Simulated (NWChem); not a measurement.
# One shape, several levels: CH7AlGe (SMILES [CH3][AlH][GeH3])

Aim: a comparison of 4 runs (HF/STO-3G, HF/3-21G, B3LYP/6-31G*) of CH7AlGe. 

The calculation is run with NWChem 7.3.0.

### 1 The molecule

The species is CH7AlGe (10 atoms), meant as a singlet with charge 0. As SMILES, `[CH3][AlH][GeH3]`. The shape is that of a PBE0-D4/def2-TZVP optimisation.

Bond lengths: C1–Al2 1.951 Å, Al2–Ge3 2.482 Å, C1–H4 1.096 Å, C1–H5 1.092 Å, C1–H6 1.095 Å, Al2–H7 1.592 Å, Ge3–H8 1.544 Å, Ge3–H9 1.543 Å, Ge3–H10 1.544 Å. Some angles: C1–Al2–Ge3 120.6°, C1–Al2–H7 121.2°, Ge3–Al2–H7 118.2°, Al2–C1–H4 110.3°, Al2–C1–H5 113.2°, Al2–C1–H6 110.8°, Al2–Ge3–H8 112.0°, Al2–Ge3–H9 114.0°, Al2–Ge3–H10 111.8°, H4–C1–H5 108.0°.

### 2 Energy and gradient at HF/STO-3G (run 1)

mymol.xyz

```xyz
10

C     -1.285100     1.207300    -0.791800
Al     0.240900    -0.005800    -0.871600
Ge     1.072500    -1.123800     1.182100
H     -1.058700     2.061200    -0.143700
H     -1.577500     1.594700    -1.770100
H     -2.153800     0.711100    -0.346400
H      0.989100    -0.300500    -2.245200
H      1.036800    -2.662400     1.057800
H      0.274600    -0.771400     2.454500
H      2.544300    -0.761700     1.477400
```

mymol.nw

```
start mymol
memory total 2200 mb
geometry units angstrom noautosym nocenter noautoz
  load mymol.xyz
end
basis spherical bse
  * library STO-3G
end
scf
  thresh 1e-08
  maxiter 80
end
task scf gradient
```

Launch:

```console
nwchem mymol.nw > mymol.out
```

What it wrote:

```text
[...]
  functions       =    39
[...]
  wavefunction    = RHF
[...]
         Total SCF energy =  -2332.279473046628
      One-electron energy =  -3710.437158038939
      Two-electron energy =   1158.739219330735
 Nuclear repulsion energy =    219.418465661576
        Time for solution =      2.8s
[...]
                         RHF ENERGY GRADIENTS
    atom               coordinates                        gradient
                 x          y          z           x          y          z
   1 C      -2.428487   2.281466  -1.496285   -0.012755   0.010075  -0.004754
   2 Al      0.455235  -0.010960  -1.647085   -0.016569   0.010297   0.013485
   3 Ge      2.026731  -2.123674   2.233845   -0.006784   0.007794  -0.011796
   4 H      -2.000653   3.895103  -0.271554    0.002691   0.006453   0.007716
   5 H      -2.981043   3.013546  -3.345004   -0.001315   0.002635  -0.008351
   6 H      -4.070092   1.343784  -0.654601   -0.006602  -0.004987   0.006090
   7 H       1.869128  -0.567863  -4.242813    0.023542  -0.009831  -0.040541
   8 H       1.959268  -5.031206   1.998952   -0.000776  -0.042447  -0.004081
   9 H       0.518919  -1.457735   4.638332   -0.022233   0.009995   0.034777
  10 H       4.808030  -1.439404   2.791881    0.040802   0.010016   0.007455
[...]
```

Run time: 4.8 s. Hardware: 1 thread of AMD EPYC 7B13 (Zen 3), shared host; peak memory 0.1 GiB.

### 3 Energy and gradient at HF/3-21G (run 2)

run.py

```python
from ase import Atoms
from ase.calculators.nwchem import NWChem

system = Atoms('CAlGeHHHHHHH', positions=[
    [-1.285100, 1.207300, -0.791800],
    [0.240900, -0.005800, -0.871600],
    [1.072500, -1.123800, 1.182100],
    [-1.058700, 2.061200, -0.143700],
    [-1.577500, 1.594700, -1.770100],
    [-2.153800, 0.711100, -0.346400],
    [0.989100, -0.300500, -2.245200],
    [1.036800, -2.662400, 1.057800],
    [0.274600, -0.771400, 2.454500],
    [2.544300, -0.761700, 1.477400],
])

calc = NWChem(
    label='ch7alge',
    theory='scf',
    memory='2200 mb',
    basis='3-21G',
    basispar='spherical bse',
    scf={'nopen': '0', 'rhf': None, 'thresh': '1e-08', 'maxiter': '80'},
)
system.calc = calc

forces = system.get_forces()
print(f"energy = {system.get_potential_energy():.6f} eV")
print("forces (eV/A):")
for s, f in zip(system.symbols, forces):
    print(f"{s:2s} {f[0]:10.5f} {f[1]:10.5f} {f[2]:10.5f}")
print("dipole (e A):", system.get_dipole_moment().round(4))
```

Launch:

```console
export ASE_NWCHEM_COMMAND="nwchem PREFIX.nwi > PREFIX.nwo"
python run.py
```

What it wrote:

```text
energy = -63882.009348 eV
forces (eV/A):
C    -0.62046    0.49350    0.06423
Al    0.31367   -0.25073   -0.04947
Ge    0.18533   -0.21968    0.34674
H    -0.07060   -0.10968   -0.14192
H     0.04376   -0.07137    0.21464
H     0.11992    0.11369   -0.11467
H     0.09338   -0.03574   -0.17843
H    -0.03702   -0.04006   -0.06762
H    -0.07071    0.06150   -0.02936
H     0.04273    0.05857   -0.04412
dipole (e A): [-0.1763  0.1741 -0.1514]
```

The calculator wrote ch7alge.nwi:

```
title "ch7alge"

permanent_dir ch7alge

scratch_dir ch7alge

start ch7alge

geometry units angstrom nocenter noautosym noautoz
  C  -1.2850999999999999e+00 1.2073000000000000e+00 -7.9179999999999995e-01
  Al 2.4090000000000000e-01 -5.7999999999999996e-03 -8.7160000000000004e-01
  Ge 1.0725000000000000e+00 -1.1237999999999999e+00 1.1820999999999999e+00
  H  -1.0587000000000000e+00 2.0611999999999999e+00 -1.4369999999999999e-01
  H  -1.5774999999999999e+00 1.5947000000000000e+00 -1.7701000000000000e+00
  H  -2.1537999999999999e+00 7.1109999999999995e-01 -3.4639999999999999e-01
  H  9.8909999999999998e-01 -3.0049999999999999e-01 -2.2452000000000001e+00
  H  1.0367999999999999e+00 -2.6623999999999999e+00 1.0578000000000001e+00
  H  2.7460000000000001e-01 -7.7139999999999997e-01 2.4544999999999999e+00
  H  2.5442999999999998e+00 -7.6170000000000004e-01 1.4774000000000000e+00
end

memory 2200 mb

basis spherical bse noprint
   * library 3-21G
end

scf
  nopen 0
  rhf
  thresh 1e-08
  maxiter 80
end

task scf gradient
```

ch7alge.nwo, shortened:

```text
[...]
      One-electron energy =  -3712.842765360155
[... 1 line left out ...]
 Nuclear repulsion energy =    219.418465661576
[... 47 lines left out ...]
                       ROHF Final Molecular Orbital Analysis
[... 237 lines left out ...]
     1   1 0 0     -0.333195      0.000000     56.306087
[...]
  wavefunction    =   RHF
                         RHF ENERGY GRADIENTS
    atom               coordinates                        gradient
                 x          y          z           x          y          z
   1 C      -2.428487   2.281466  -1.496285    0.012066  -0.009597  -0.001249
   2 Al      0.455235  -0.010960  -1.647085   -0.006100   0.004876   0.000962
   3 Ge      2.026731  -2.123674   2.233845   -0.003604   0.004272  -0.006743
[... 6 lines of this table left out ...]
  10 H       4.808030  -1.439404   2.791881   -0.000831  -0.001139   0.000858
[...]
```

Wall time 5.7 s (1 thread of AMD EPYC 7B13 (Zen 3), shared host); peak memory 0.1 GiB.

Run 3 isn't shown in full; the table further down has it.

### 4 Energy and forces at B3LYP/6-31G(d) (Cartesian functions) (run 4)

struct.xyz

```xyz
10

C     -1.285100     1.207300    -0.791800
Al     0.240900    -0.005800    -0.871600
Ge     1.072500    -1.123800     1.182100
H     -1.058700     2.061200    -0.143700
H     -1.577500     1.594700    -1.770100
H     -2.153800     0.711100    -0.346400
H      0.989100    -0.300500    -2.245200
H      1.036800    -2.662400     1.057800
H      0.274600    -0.771400     2.454500
H      2.544300    -0.761700     1.477400
```

struct.nw

```
START struct
memory 2200 mb

GEOMETRY noautosym nocenter noautoz
load struct.xyz
END

BASIS
C library 6-31G*
Al library 6-31G*
Ge library 6-31G*
H library 6-31G*
END

DFT
xc b3lyp
grid xfine
convergence energy 1e-08
iterations 100
mulliken
END

TASK dft gradient
```

Launch:

```console
nwchem struct.nw > struct.out
```

What it wrote, shortened:

```text
[...]
          Wavefunction type:  closed shell.
          No. of atoms     :    10
          No. of electrons :    58
[...]
          Charge           :     0
          Spin multiplicity:     1
[...]
          AO basis - number of functions:    83
[...]
              XC Information
              --------------
                         B3LYP Method XC Potential
                     Hartree-Fock (Exact) Exchange  0.200
                        Slater Exchange Functional  0.800 local
                    Becke 1988 Exchange Functional  0.720 non-local
              Lee-Yang-Parr Correlation Functional  0.810
                  VWN I RPA Correlation Functional  0.190 local
[...]
 d= 0,ls=0.0,diis     1  -2361.4787429503 -2.58D+03  9.29D-03  1.06D+00     4.7
[...]
 d= 0,ls=0.0,diis     8  -2361.5142420636 -9.23D-09  1.04D-06  2.72D-09    29.8
         Total DFT energy =    -2361.514242063636
      One electron energy =    -3724.220495989532
           Coulomb energy =     1249.023035927516
    Exchange-Corr. energy =     -105.735247663196
 Nuclear repulsion energy =      219.418465661576
[...]
      Total Density - Mulliken Population Analysis
     ---------------------------------------------
[...]
  wavefunction    = closed shell
                         DFT ENERGY GRADIENTS
    atom               coordinates                        gradient
                 x          y          z           x          y          z
   1 C      -2.428487   2.281466  -1.496285    0.000777  -0.000616  -0.000120
   2 Al      0.455235  -0.010960  -1.647085   -0.002151   0.001611   0.000971
   3 Ge      2.026731  -2.123674   2.233845    0.000639  -0.001002   0.001962
   4 H      -2.000653   3.895103  -0.271554    0.000107  -0.002019  -0.001063
   5 H      -2.981043   3.013546  -3.345004    0.000917  -0.001005   0.001845
   6 H      -4.070092   1.343784  -0.654601    0.002068   0.000473  -0.000654
   7 H       1.869128  -0.567863  -4.242813   -0.000556   0.000215   0.001013
   8 H       1.959268  -5.031206   1.998952   -0.000206   0.002789  -0.000382
   9 H       0.518919  -1.457735   4.638332    0.001003  -0.000233  -0.002503
  10 H       4.808030  -1.439404   2.791881   -0.002598  -0.000213  -0.001070
[...]
```

It took 44 s on 1 thread of AMD EPYC 7B13 (Zen 3), shared host; peak memory 0.15 GiB.

### 5 The series

```
run                               level  iteration cap  module   energy (Eh)  dipole moment (D)  HOMO energy (eV)  LUMO energy (eV)  wall time
  1                           HF/STO-3G             80     scf  -2332.279473               1.19             -7.44              8.09      4.8 s
  2                            HF/3-21G             80     scf  -2347.620562               1.39             -9.71              1.00      5.7 s
  3  B3LYP/6-31G* (spherical functions)            100     dft  -2361.506931               1.36             -7.01             -1.74       42 s
  4  B3LYP/6-31G* (Cartesian functions)            100     dft  -2361.514242               1.35             -7.01             -1.74       44 s
```

### 6 What came out

| quantity | value |
| --- | --- |
| run 4: total energy | -2361.51424 Eh |
| run 4: dipole moment | 1.35 D |
| run 4: HOMO energy | -7.01 eV |
| run 4: LUMO energy | -1.74 eV |
| run 4: HOMO–LUMO gap | 5.27 eV |
| run 4: largest force on an atom | 0.147 eV/Å |

**Reading.** The dipole moment (its size) runs from 1.19 D (HF/STO-3G) to 1.39 D (HF/3-21G). The HOMO–LUMO gap runs from 5.27 eV (B3LYP/6-31G*) to 15.52 eV (HF/STO-3G). The two ends differ in method and basis. In run 1 the basis is minimal, so the values are rough. All runs together took 96 s, the longest 44 s.
